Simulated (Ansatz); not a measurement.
# Ca2Sc: the cost of one run

Program: Ansatz 0.2.0. Level of theory: DFT PBE, scalar-relativistic, plane waves, PAW. These are calculated values, not measurements.

1 further run of the same task is left out (it didn't finish).

## Step 1: The starting structure

Symmetry: Fm-3m, No. 225, cubic system. The conventional cell has a = 6.669 Å, b = 6.669 Å, c = 6.669 Å, α = 90.00°, β = 90.00°, γ = 90.00°. Ca (site symmetry -43m) has 4 Sc at 2.89 Å as nearest neighbours. Sc (site symmetry m-3m) has 8 Ca at 2.89 Å as nearest neighbours.

Coordinates:

```xyz
3
Lattice="0.0000 3.3343 3.3343 3.3343 0.0000 3.3343 3.3343 3.3343 0.0000" Properties=species:S:1:pos:R:3 pbc="T T T"
Ca    1.6672    1.6672    1.6672
Ca    5.0015    5.0015    5.0015
Sc    0.0000    0.0000    0.0000
```

This is candidate A: fluorite type (Fm-3m, No. 225).

(A quick probe on a coarse mesh, which set the mesh and smearing, is not shown.)

## Step 3: Coarse relaxation (candidate A)

Contents of input.yaml:

```yaml
crystal:
  lattice:
    - [0.0, 3.334327518, 3.334327518]
    - [3.334327518, 0.0, 3.334327518]
    - [3.334327518, 3.334327518, 0.0]
  atoms:
    - { symbol: Ca, position: [0.25, 0.25, 0.25] }
    - { symbol: Ca, position: [0.75, 0.75, 0.75] }
    - { symbol: Sc, position: [0.0, 0.0, 0.0] }
basis:
  ecutwfc: 420
kpoints:
  mp_grid: { grid: [4, 4, 4] }
hamiltonian:
  xc: pbe
scf:
  occupations: { method: gaussian, width: 0.1 }
  lower_state_search: "off"
output:
  forces: true
  stress: true
  eigenvalues: true
relax:
  adjacent_minimum: "off"
  f_tol: 0.04
  max_steps: 70
  cell: { stress_tol: 0.4 }
```

On the command line:

```bash
$ ansatz run input.yaml --threads 1 --pin off --max-ram 2560MiB --backend cpu --events-out ev --progress --plain --runs-dir out
```

Q: Estimate wall time and peak memory on 1 thread of Arm Neoverse V1, shared host.

About 12 s, with a peak of 0.35 GiB.
